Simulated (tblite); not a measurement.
# B28H14P28 ((5,2) BP nanotube piece): the cost of one run

Computed with tblite 0.8.0 and PySCF 2.14.0 and routines of our own; the level stands in each step. Atoms count from 0.

## Step 1: The system as given

70 atoms, charge 0, multiplicity 1; geometry from: force field, distance geometry or constructed start.

## Step 2: Optimising the geometry with GFN2-xTB

Job settings and geometry (Å):

```
{"job": {"kind": "relax", "xc": "GFN2-xTB", "basis": "xTB"}, "charge": 0, "multiplicity": 1}
P      2.755700     1.683100     4.923300
B      3.150300     0.742300    -3.124500
P      2.267800     2.280600    -3.563400
B      2.879100     1.466000     0.003900
P      1.644400     2.745500    -0.433300
B      2.437900     2.096400     3.135100
P      0.935300     3.051000     2.687600
B      1.866800     2.611600    -5.350100
P      0.175900     3.171000    -5.798800
B      1.177000     2.966800    -2.222400
P     -0.598400     3.109800    -2.672900
B      0.427700     3.150400     0.903700
P     -1.332000     2.867200     0.461900
B     -0.339600     3.151800     4.028600
P     -1.983300     2.459000     3.584700
B     -1.093300     2.968200    -4.451700
P     -2.515500     1.899100    -4.903900
B     -1.776000     2.605500    -1.331400
P     -2.902500     1.230400    -1.774700
B     -2.350000     2.097800     1.800000
P     -3.119000     0.490800     1.352000
B     -2.792300     1.463100     4.924700
P     -3.144400    -0.279700     4.484700
B     -3.069300     0.735400    -3.565900
P     -2.992900    -1.038100    -4.010300
B     -3.164300    -0.027600    -0.434200
P     -2.661700    -1.735900    -0.884300
B     -3.065700    -0.792400     2.692100
P     -2.173600    -2.335800     2.242100
B     -2.790300    -1.514500    -5.795000
P     -1.553400    -2.799400    -6.246300
B     -2.354700    -2.148900    -2.670600
P     -0.847700    -3.102500    -3.119500
B     -1.772800    -2.663500     0.460600
P     -0.083500    -3.224600     0.006800
B     -1.090900    -3.018700     3.581600
P      0.684000    -3.164200     3.133600
B     -0.340900    -3.203200    -4.907400
P      1.418100    -2.923700    -5.351700
B      0.425400    -3.202300    -1.776000
P      2.069400    -2.509500    -2.220200
B      1.185700    -3.026500     1.354200
P      2.609200    -1.949500     0.900100
B      1.866000    -2.662700     4.476300
P      2.986600    -1.280200     4.033700
B      2.439300    -2.148600    -4.014600
P      3.207500    -0.540200    -4.458600
B      2.879500    -1.512300    -0.881300
P      3.237800     0.231400    -1.330200
B      3.155400    -0.792300     2.246100
P      3.080900     0.980100     1.800400
B      3.253200    -0.025400     5.371400
B      1.863000     2.608500     6.265400
P      0.169800     3.171500     5.815500
B     -2.790700    -1.515800     5.820000
P     -1.557500    -2.797000     5.372300
H      2.683200     2.451100    -6.180800
H     -0.133000     3.722900    -7.052400
H     -3.137500     1.950300    -6.154100
H     -3.055600     1.913600     5.971300
H     -3.444600    -1.001400    -6.624200
H     -1.531600    -3.423900    -7.500400
H      1.944200    -3.255700    -6.604100
H      1.887200    -3.179600     5.526600
H      3.786300    -0.295800    -5.709200
H      3.684100    -0.301000     6.420400
H      2.344300     2.819200     7.311500
H     -0.711600     3.610500     6.814400
H     -3.315400    -1.481300     6.860900
H     -0.978100    -3.604500     6.367600
```

Run with:

```console
> OMP_NUM_THREADS=8 python large_run.py task.json out
```

The driver reads the jobs from task.json and runs them one after another.

Q: Estimate the wall time and peak memory of this first job on 8 threads of Intel Xeon Platinum 8259CL at 2.50GHz, shared host.

About 2.7 min, with a peak of 0.15 GiB.
